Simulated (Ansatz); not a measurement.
# Br2H2O2Ti: the cost of one run

Computed with Ansatz 0.2.0, Gaussian basis. Level: PBE/6-31G*.

## Step 1: The geometry

The geometry comes from an earlier relaxation with PBE0-D4 in a triple-zeta def2 set; it is a stationary point, not always the lowest conformer.

SMILES `[OH][Ti]([OH])([Br])[Br]`, 7 atoms, charge 0, spin multiplicity 1.

Atoms are counted from 1 here; the program's logs count them from 0.

Bond lengths: O1–Ti2 1.756 Å, O1–H6 0.958 Å, Ti2–O3 1.765 Å, Ti2–Br4 2.356 Å, Ti2–Br5 2.356 Å, O3–H7 0.959 Å. Angles: Ti2–O1–H6 142.1°, O1–Ti2–O3 109.4°, O1–Ti2–Br4 108.9°, O1–Ti2–Br5 109.0°, O3–Ti2–Br4 110.2°, O3–Ti2–Br5 110.2°, Br4–Ti2–Br5 109.1°, Ti2–O3–H7 134.2°.

Coordinates:

```
O    -0.98576    0.01639    1.09485
Ti    0.04844    0.12055   -0.32090
O     1.51120   -0.83043   -0.05081
Br   -1.12614   -0.70645   -2.18782
Br    0.60326    2.37853   -0.69865
H    -1.82546    0.31977    1.44201
H     1.83567   -1.36636    0.67573
```

## Step 2: The run

in.yaml reads:

```yaml
crystal:
  periodic: [false, false, false]
  atoms:
    - {symbol: O, position_ang: [-0.985761, 0.016388, 1.094845]}
    - {symbol: Ti, position_ang: [0.048441, 0.120553, -0.320902]}
    - {symbol: O, position_ang: [1.511197, -0.830431, -0.050807]}
    - {symbol: Br, position_ang: [-1.126141, -0.706449, -2.187823]}
    - {symbol: Br, position_ang: [0.603257, 2.378534, -0.698654]}
    - {symbol: H, position_ang: [-1.825457, 0.319766, 1.442006]}
    - {symbol: H, position_ang: [1.835665, -1.366362, 0.675735]}
basis:
  gaussian: {orbitals: "6-31G*"}
hamiltonian: {xc: {name: PBE}}
md: {timestep: 0.5 fs, n_steps: 30, ensemble: nve, temperature: 300, initial_velocities: maxwell_boltzmann, seed: 119}
```

Run with:

```sh
> ansatz run in.yaml --threads 8 --pin off --events-out ev --progress --plain --max-ram 18278MiB
```

**Question.** How long does this run take on 8 threads of Arm Neoverse V2, shared host, and how much memory does it need?

About 34 s, with a peak of 0.27 GiB.
